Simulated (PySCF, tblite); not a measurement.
# C40H60Si10: NMR shifts, part 1 of 2

Aim: compute the NMR shifts of C40H60Si10 (`C[Si]1(C)C#C[Si](C)(C)C#C[Si](C)(C)C#C[Si](C)(C)C#C[Si](C)(C)C#C[Si](C)(C)C#C[Si](C)(C)C#C[Si](C)(C)C#C[Si](C)(C)C#C[Si](C)(C)C#C1`).

Computed with tblite 0.8.0 and PySCF 2.14.0 and routines of our own; the level stands in each step. Atoms count from 0.

## 1. The system as given

110 atoms, charge 0, multiplicity 1; geometry from: force field, distance geometry or constructed start.

## 2. Geometry optimisation with GFN2-xTB

What the job is given:

```
{"job": {"kind": "relax", "xc": "GFN2-xTB", "basis": "xTB"}, "charge": 0, "multiplicity": 1}
C      0.373000     6.373900     1.509400
Si    -0.072900     5.676900     3.186900
C     -0.211800     7.067600     4.436000
C      1.284800     4.472500     3.739200
C      2.098100     3.646700     4.078600
Si     3.296300     2.263800     4.559700
C      4.800100     2.312600     3.438400
C      3.843400     2.494600     6.343200
C      2.407300     0.601300     4.374600
C      1.777200    -0.417400     4.258900
Si     0.692400    -1.964900     4.119900
C     -1.108100    -1.458300     4.258300
C      1.099300    -3.114600     5.560100
C      1.007900    -2.890300     2.494100
C      1.204400    -3.521900     1.497200
Si     1.568800    -4.592500    -0.022000
C      2.228900    -6.258400     0.550300
C      2.870100    -3.783000    -1.107900
C      0.008300    -4.879100    -1.059500
C     -0.933300    -5.052600    -1.781300
Si    -2.377700    -5.271400    -2.996700
C     -4.004300    -4.982900    -2.118400
C     -2.341800    -7.006900    -3.694700
C     -2.179500    -4.017600    -4.399800
C     -1.985400    -3.180500    -5.245100
Si    -1.603900    -1.833100    -6.516200
C     -1.708400    -2.540600    -8.249300
C     -2.831500    -0.431100    -6.334800
C      0.155200    -1.180500    -6.207500
C      1.254100    -0.777800    -5.927800
Si     2.959800    -0.159100    -5.370300
C      3.420500     1.377600    -6.333600
C      4.237500    -1.495300    -5.657400
C      2.861300     0.244400    -3.517300
C      2.695700     0.459400    -2.353200
Si     2.266200     0.712600    -0.519000
C      2.306200     2.540500    -0.114300
C      3.513100    -0.190200     0.538300
C      0.516700     0.037800    -0.246500
C     -0.631400    -0.312400    -0.140800
Si    -2.468000    -0.745500    -0.040400
C     -3.201700    -0.732700    -1.763200
C     -2.734900    -2.416200     0.733600
C     -3.303000     0.590500     1.016500
C     -3.730900     1.484000     1.707100
Si    -4.227300     2.950200     2.792800
C     -5.627000     3.892000     1.991800
C     -4.767700     2.329700     4.481000
C     -2.715900     4.084000     2.990000
C     -1.712600     4.739400     3.085900
H     -0.405700     7.062500     1.171000
H      1.324800     6.918100     1.552300
H      0.462500     5.575800     0.769900
H     -1.000600     7.773800     4.130700
H     -0.470300     6.682700     5.428200
H      0.725500     7.622000     4.514700
H      5.490200     1.483100     3.672400
H      4.508800     2.231300     2.391100
H      5.345100     3.251000     3.568200
H      4.349600     3.452900     6.470900
H      2.974700     2.470800     7.017500
H      4.532500     1.696100     6.640100
H     -1.759900    -2.328300     4.190700
H     -1.373700    -0.754400     3.461700
H     -1.289900    -0.960400     5.218700
H      0.922500    -2.613300     6.513500
H      0.480000    -4.009300     5.515800
H      2.153900    -3.426100     5.521000
H      1.485900    -6.776400     1.169300
H      2.454300    -6.904600    -0.301400
H      3.142700    -6.134200     1.138000
H      2.510600    -2.824500    -1.488700
H      3.792800    -3.605400    -0.537100
H      3.116200    -4.411700    -1.960900
H     -4.840100    -5.141400    -2.803500
H     -4.056200    -3.963000    -1.736600
H     -4.118300    -5.672000    -1.273400
H     -1.401900    -7.202100    -4.217000
H     -2.452700    -7.757500    -2.908100
H     -3.165800    -7.160600    -4.410300
H     -1.487100    -1.777800    -8.997200
H     -1.002200    -3.366900    -8.376400
H     -2.712400    -2.929100    -8.439900
H     -3.854400    -0.789800    -6.509700
H     -2.793900     0.002700    -5.329100
H     -2.624900     0.370900    -7.054700
H      3.474900     1.158600    -7.405000
H      2.681000     2.173100    -6.182200
H      4.399900     1.755700    -6.014700
H      5.228100    -1.158700    -5.331000
H      3.988200    -2.398400    -5.096600
H      4.302600    -1.755000    -6.719900
H      2.018800     2.713600     0.931400
H      3.314900     2.946500    -0.262300
H      1.612400     3.099300    -0.746400
H      4.520300     0.200600     0.375200
H      3.522300    -1.260300     0.311500
H      3.277900    -0.078300     1.599200
H     -3.095900     0.257100    -2.228600
H     -2.707700    -1.464500    -2.404500
H     -4.267600    -0.974600    -1.736300
H     -2.338800    -2.451700     1.756400
H     -3.807200    -2.654000     0.792700
H     -2.253800    -3.198600     0.156800
H     -5.918900     4.746200     2.616300
H     -5.331600     4.267100     1.006900
H     -6.507600     3.246200     1.864300
H     -5.634500     1.664000     4.383600
H     -3.959000     1.773600     4.963900
H     -5.043400     3.161100     5.131900
```

The run is started by

```sh
$ OMP_NUM_THREADS=8 python large_run.py task.json out
```

The driver reads the jobs from task.json and runs them one after another.

Log:

```text
step      E/eV     max force
  0   -3612.32118    2.385
  1   -3612.23853    4.466
  2   -3612.78203    0.442
  3   -3612.81620    0.619
  4   -3612.86552    0.790
  5   -3612.90096    0.401
  6   -3612.92639    0.289
  7   -3612.95974    0.524
  8   -3612.97425    0.611
  9   -3612.98964    0.244
 10   -3612.99883    0.192
 11   -3613.00457    0.149
 12   -3613.00561    0.378
 13   -3613.00913    0.116
 14   -3613.01604    0.266
 15   -3613.02211    0.420
 16   -3613.02659    0.352
 17   -3613.02824    0.376
 18   -3613.03153    0.133
 19   -3613.03463    0.215
 20   -3613.03851    0.282
 21   -3613.04069    0.300
 22   -3613.04381    0.098
 23   -3613.04673    0.158
 24   -3613.05580    0.378
 25   -3613.06432    0.448
 26   -3613.07174    0.754
 27   -3613.07850    0.218
 28   -3613.08136    0.139
 29   -3613.08336    0.154
 30   -3613.08439    0.314
 31   -3613.08664    0.152
 32   -3613.09010    0.128
 33   -3613.09245    0.178
 34   -3613.09518    0.284
 35   -3613.09731    0.258
 36   -3613.09987    0.090
 37   -3613.10212    0.112
 38   -3613.10318    0.108
 39   -3613.10483    0.172
 40   -3613.10579    0.248
 41   -3613.10715    0.069
 42   -3613.10865    0.096
 43   -3613.10976    0.129
 44   -3613.11147    0.109
 45   -3613.11294    0.069
 46   -3613.11437    0.068
 47   -3613.11571    0.085
 48   -3613.11715    0.090
 49   -3613.11864    0.062
 50   -3613.12010    0.083
 51   -3613.12161    0.098
 52   -3613.12354    0.110
 53   -3613.12629    0.108
 54   -3613.12968    0.119
 55   -3613.13261    0.087
 56   -3613.13449    0.079
 57   -3613.13595    0.060
 58   -3613.13780    0.086
 59   -3613.14038    0.130
 60   -3613.14329    0.118
 61   -3613.14592    0.078
 62   -3613.14820    0.062
 63   -3613.15041    0.099
 64   -3613.15267    0.110
 65   -3613.15479    0.066
 66   -3613.15678    0.055
 67   -3613.15872    0.076
 68   -3613.16046    0.100
 69   -3613.16176    0.070
 70   -3613.16282    0.040
 71   -3613.16414    0.088
 72   -3613.16608    0.124
 73   -3613.16842    0.125
 74   -3613.17037    0.074
 75   -3613.17174    0.047
 76   -3613.17307    0.087
 77   -3613.17481    0.110
 78   -3613.17678    0.104
 79   -3613.17844    0.061
 80   -3613.17978    0.049
 81   -3613.18124    0.091
 82   -3613.18313    0.106
 83   -3613.18524    0.084
 84   -3613.18699    0.051
 85   -3613.18833    0.055
 86   -3613.18957    0.067
 87   -3613.19090    0.063
 88   -3613.19224    0.047
 89   -3613.19352    0.047
 90   -3613.19477    0.063
 91   -3613.19601    0.062
 92   -3613.19706    0.047
 93   -3613.19782    0.036
 94   -3613.19848    0.043
 95   -3613.19919    0.053
 96   -3613.19999    0.044
 97   -3613.20079    0.036
 98   -3613.20167    0.058
 99   -3613.20285    0.083
100   -3613.20461    0.110
101   -3613.20684    0.097
102   -3613.20891    0.059
103   -3613.21035    0.049
104   -3613.21145    0.059
105   -3613.21254    0.063
106   -3613.21356    0.044
107   -3613.21446    0.049
108   -3613.21536    0.053
109   -3613.21648    0.067
110   -3613.21770    0.067
111   -3613.21866    0.042
112   -3613.21925    0.036
113   -3613.21970    0.034
114   -3613.22017    0.037
115   -3613.22065    0.030
116   -3613.22103    0.029
117   -3613.22134    0.025
118   -3613.22165    0.031
119   -3613.22203    0.038
120   -3613.22248    0.039
121   -3613.22297    0.028
122   -3613.22351    0.038
123   -3613.22408    0.043
124   -3613.22460    0.044
125   -3613.22501    0.038
126   -3613.22543    0.028
127   -3613.22606    0.049
128   -3613.22706    0.069
129   -3613.22827    0.080
130   -3613.22921    0.054
131   -3613.22974    0.022
132   -3613.23010    0.034
133   -3613.23051    0.043
134   -3613.23094    0.038
135   -3613.23127    0.021
136   -3613.23152    0.019
```

Run time: 23 s. Hardware: 8 threads of Arm Neoverse V2, shared host; peak memory 0.2 GiB.

Step by step: (the energy doesn't fall at every step)

```
step  energy from step 0 (eV)  largest force (eV/Å)
   0                   0.0000                2.3849
   1                   0.0826                4.4655
   2                  -0.4608                0.4416
   3                  -0.4950                0.6192
   4                  -0.5443                0.7894
   5                  -0.5798                0.4005
   6                  -0.6052                0.2894
   7                  -0.6386                0.5237
   8                  -0.6531                0.6116
  19                  -0.7135                0.2142
  30                  -0.7632                0.3141
  41                  -0.7860                0.0686
  53                  -0.8051                0.1077
  64                  -0.8315                0.1101
  75                  -0.8506                0.0473
  86                  -0.8684                0.0671
  98                  -0.8805                0.0573
 109                  -0.8953                0.0668
 120                  -0.9013                0.0392
 132                  -0.9089                0.0345
 133                  -0.9093                0.0428
 134                  -0.9098                0.0381
 135                  -0.9101                0.0209
 136                  -0.9103                0.0192
```

Distances of close pairs at the start and the end, largest changes first:

```
    bond  before (Å)  after (Å)  change (Å)
Si25–C28       1.901      1.859      -0.043
Si40–C42       1.861      1.903      +0.042
Si30–C33       1.899      1.857      -0.042
C19–Si20       1.900      1.859      -0.042
Si45–C48       1.900      1.860      -0.040
Si45–C46       1.868      1.907      +0.039
Si35–C38       1.895      1.856      -0.039
Si10–C13       1.897      1.858      -0.039
```

The end geometry stands in the next job.

(Continued in part 2 of 2.)
